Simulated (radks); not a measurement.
**Mg⁺ in [Ne] 3s1: an all-electron calculation**

One table from this session's results is given with a row withheld; the runs are named, their logs left out.

The numbers are computed with radks (a radial shooting solver on a logarithmic mesh, Libxc functionals) version 1 (scalar-relativistic Kohn-Sham, PBE, spin-polarised, spherical densities, point nucleus; open shells are filled with parallel spins first), except any that are marked as measured or tabulated.

## Starting point

| Property | Result |
| --- | --- |
| element | magnesium (Z = 12) |
| charge | +1 |
| electrons | 11 |
| configuration | [Ne] 3s1 |

The outer shells:

Mg⁺
```
[Ne] core
3s [↑ ]
```

Set-up of the first run:

The run's settings:

```text
Z 12
configuration [Ne] 3s1 3p0 4s0 3d0 4f0
relativity scalar-relativistic
functional pbe,pbe
spin polarised
nucleus point
c 137.035999084
```

Launch:

```
> python run_ks.py task.json out
```

This one command runs every case of the session in turn.

One table of the session follows, with a row left open; its other results are not shown here.

It belongs to the step «Shells». Sizes of the orbitals, from the radial functions (bohr):

```
  level     <r>  outermost maximum (interpolated)  90 % within  nodes
  1s up  0.1306                            0.0851        0.234      0
1s down  0.1306                            0.0851        0.234      0
  2s up  0.6969                             0.547         1.11      1
2s down  0.6961                             0.547         1.11      1
  2p up  0.6887                             0.479         1.18      0
2p down  0.6865                             0.478         1.17      0
  3s up   2.768                              2.36         4.17      2
  3p up       ?                                 ?            ?      ?
```

**Question.** Estimate the row for 3p up.

The run gave: <r>: 3.430; outermost maximum (interpolated): 2.85; 90 % within: 5.24; nodes: 1. In the column «<r>» it is the highest.
